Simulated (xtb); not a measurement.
# C2H9BSi (SMILES B[SiH](C)C): GFN-FF

Aim: energy and forces of C2H9BSi. 

The results are computed with xtb 6.7.1.

1 further run of the same task is left out (set aside as unsound or not needed).

### 1 The structure to begin with

The species is C2H9BSi (13 atoms), meant as a singlet with charge 0. SMILES: `B[SiH](C)C`. The shape was relaxed beforehand at GFN2-xTB.

Bond lengths: B1–Si2 1.962 Å, Si2–C3 1.912 Å, Si2–C4 1.917 Å, B1–H5 1.170 Å, B1–H6 1.170 Å, Si2–H7 1.485 Å, C3–H8 1.087 Å, C3–H9 1.086 Å, C3–H10 1.086 Å, C4–H11 1.086 Å, C4–H12 1.087 Å, C4–H13 1.085 Å. Some angles: B1–Si2–C3 114.4°, B1–Si2–C4 111.1°, C3–Si2–C4 106.0°, B1–Si2–H7 113.8°, C3–Si2–H7 105.3°, C4–Si2–H7 105.5°, Si2–B1–H5 121.0°, Si2–B1–H6 122.6°, Si2–C3–H8 111.4°, Si2–C3–H9 111.9°.

### 2 Energy and gradient at GFN-FF

Contents of struc.xyz:

```xyz
13

B     -1.18347800     1.38267800    -0.94351000
Si     0.26123000     0.16080100    -0.42326500
C      1.05628300     0.55379600     1.27116300
C     -0.37166400    -1.64481700    -0.30478000
H     -1.72956000     1.26807100    -1.97205400
H     -1.55287600     2.25282600    -0.25400600
H      1.39044100     0.12423800    -1.38708800
H      0.31999700     0.52435400     2.07047100
H      1.83953400    -0.15424600     1.52500800
H      1.49990800     1.54550500     1.27709200
H     -0.78640100    -1.97661700    -1.25202600
H     -1.15144700    -1.74338800     0.44591800
H      0.42833200    -2.32790000    -0.03792400
```

On the command line:

```sh
$ xtb struc.xyz --grad --gff > out.txt 2> xtb.err
```

What values should one expect? Wanted: steric energy; dipole moment; dispersion energy; largest force on an atom.

Answer, from the run:

At GFN-FF:

| quantity | value |
| --- | --- |
| steric energy (arbitrary zero) | -1.56703 Eh |
| dipole moment (from atomic charges) | 0.19 D |
| dispersion energy | -15.36 kJ/mol |
| largest force on an atom | 0.573 eV/Å |

In words: The largest force is 0.57 eV/Å: the shape isn't a stationary point for this species at this level.
